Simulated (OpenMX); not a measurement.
Crystal: HfIn4SiO6.

```
Hf In Si O
1.0
     5.33162    0.01593   -0.04837
    -2.57933    4.88198   -0.01914
    -1.51813   -1.22216    9.45525
Hf In Si O
1 4 1 6
Direct
  0.23802 0.06928 0.40279
  0.14547 0.57471 0.87038
  0.52445 0.72220 0.34881
  0.57313 0.31316 0.12096
  0.88250 0.38531 0.56415
  0.88112 0.94770 0.03773
  0.26442 0.40613 0.48868
  0.95713 0.78886 0.48788
  0.83989 0.63938 0.98584
  0.99055 0.00270 0.21370
  0.13665 0.20373 0.97864
  0.56667 0.94684 0.00044
```

The cell was built by a generator and needn't be a form met in nature.

Base run:

* Program: OpenMX 3.8.5
* Functional: PBE
* Potentials or basis: OpenMX 2013 PBE set, Hf7.0-s3p2d2, In7.0-s3p2d1, Si7.0-s2p1d1, O6.0-s2p2, grid cutoff 500 Ry
* k mesh: 7 × 7 × 3
* Occupations: fermi-dirac, width 0.05 eV
* Spin: no spin polarisation

Its results: band gap on the k mesh 1.03 eV, indirect (least direct gap 1.23 eV); pressure 1.8 GPa; largest force 0.830 eV/Å.

Question: The run is repeated on the same cell with these changes: functional from PBE to LDA; potentials or basis from OpenMX 2013 PBE set, Hf7.0-s3p2d2, In7.0-s3p2d1, Si7.0-s2p1d1, O6.0-s2p2, grid cutoff 500 Ry to OpenMX 2013 LDA set, Hf7.0-s3p2d2f1, In7.0-s3p2d2, Si7.0-s2p2d1, O6.0-s2p2d1, grid cutoff 500 Ry. What comes out?

Answer: Band gap on the k mesh 1.04 eV, indirect (least direct gap 1.19 eV); pressure -4.5 GPa; largest force 0.882 eV/Å.

Caveats: spin-orbit coupling is left out, which moves the levels of the heavy elements; the basis of atomic orbitals isn't converged, which shifts pressures, moduli and gaps.

A k mesh can miss the band edges.

Not every run made on this cell is shown here.
